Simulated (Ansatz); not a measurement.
# C2H8BClS: the cost of one run

The runs use Ansatz 0.2.0, Gaussian basis; the settings change from run to run.

## 1. The molecule

The geometry comes from an earlier relaxation with PBE0-D4 in a triple-zeta def2 set; it is a stationary point, not always the lowest conformer.

SMILES `C[B-](C)([SH2+])Cl`, 13 atoms, charge 0, spin multiplicity 1.

Atoms are counted from 1 here; the program's logs count them from 0.

Bond lengths: C1–B2 1.584 Å, C1–H6 1.092 Å, C1–H7 1.096 Å, C1–H8 1.095 Å, B2–C3 1.584 Å, B2–S4 2.198 Å, B2–Cl5 1.847 Å, C3–H9 1.096 Å, C3–H10 1.093 Å, C3–H11 1.095 Å, S4–H12 1.346 Å, S4–H13 1.343 Å. Angles: B2–C1–H6 113.7°, B2–C1–H7 107.9°, B2–C1–H8 112.7°, H6–C1–H7 106.8°, H6–C1–H8 108.6°, H7–C1–H8 106.7°, C1–B2–C3 120.0°, C1–B2–S4 102.3°, C1–B2–Cl5 114.2°, C3–B2–S4 105.2°, C3–B2–Cl5 114.0°, S4–B2–Cl5 97.0°, B2–C3–H9 107.9°, B2–C3–H10 113.9°, B2–C3–H11 112.7°, H9–C3–H10 106.6°, H9–C3–H11 106.7°, H10–C3–H11 108.6° and more.

As a file:

```mol
C2H8BClS
  3D, bonds by distance, orders not assigned

 13 12  0  0  0  0  0  0  0  0999 V2000
   -1.5182    0.0519   -0.5820 C   0  0
    0.0165    0.3596   -0.3399 B   0  0
    1.0864   -0.8006   -0.4732 C   0  0
    0.0485    0.9325    1.7823 S   0  0
    0.5797    1.9816   -1.0202 Cl  0  0
   -2.1765    0.8933   -0.3534 H   0  0
   -1.6533   -0.1757   -1.6454 H   0  0
   -1.8665   -0.8252   -0.0263 H   0  0
    1.1448   -1.0845   -1.5304 H   0  0
    2.0961   -0.5092   -0.1728 H   0  0
    0.8034   -1.7020    0.0799 H   0  0
    0.0833   -0.2600    2.4068 H   0  0
    1.3762    1.1035    1.8892 H   0  0
  1  2  8  0
  2  3  8  0
  2  4  8  0
  2  5  8  0
  1  6  8  0
  1  7  8  0
  1  8  8  0
  3  9  8  0
  3 10  8  0
  3 11  8  0
  4 12  8  0
  4 13  8  0
M  END
```

## 2. PBE/def2-TZVPP

Options: charge -1, multiplicity 2, a grid of angular degree 23, D3(BJ) dispersion, the search for lower states set to light.

File in.yaml:

```yaml
crystal:
  periodic: [false, false, false]
  atoms:
    - {symbol: C, position_ang: [-1.518213, 0.051908, -0.581974]}
    - {symbol: B, position_ang: [0.016540, 0.359639, -0.339860]}
    - {symbol: C, position_ang: [1.086420, -0.800632, -0.473230]}
    - {symbol: S, position_ang: [0.048530, 0.932484, 1.782338]}
    - {symbol: Cl, position_ang: [0.579708, 1.981620, -1.020197]}
    - {symbol: H, position_ang: [-2.176469, 0.893294, -0.353358]}
    - {symbol: H, position_ang: [-1.653310, -0.175731, -1.645361]}
    - {symbol: H, position_ang: [-1.866513, -0.825193, -0.026292]}
    - {symbol: H, position_ang: [1.144777, -1.084470, -1.530388]}
    - {symbol: H, position_ang: [2.096068, -0.509189, -0.172762]}
    - {symbol: H, position_ang: [0.803383, -1.702045, 0.079900]}
    - {symbol: H, position_ang: [0.083318, -0.259958, 2.406769]}
    - {symbol: H, position_ang: [1.376163, 1.103472, 1.889217]}
basis:
  gaussian: {orbitals: def2-TZVPP, final_grid: {core_spheres: 8, valence_spheres: 7, degree: 23}}
total_charge: -1
magnetization: {spin_polarized: true, initial_magnetization: 1}
hamiltonian: {xc: {name: PBE}, dispersion: d3bj}
scf: {lower_state_search: light}
output: {forces: true}
```

On the command line:

```sh
$ ansatz run in.yaml --threads 4 --pin off --events-out ev --progress --plain --max-ram 10444MiB
```

**Question.** How long does this run take on 4 threads of Intel Xeon at 2.50GHz, shared host, and how much memory does it need?

About 42 s, with a peak of 0.64 GiB.
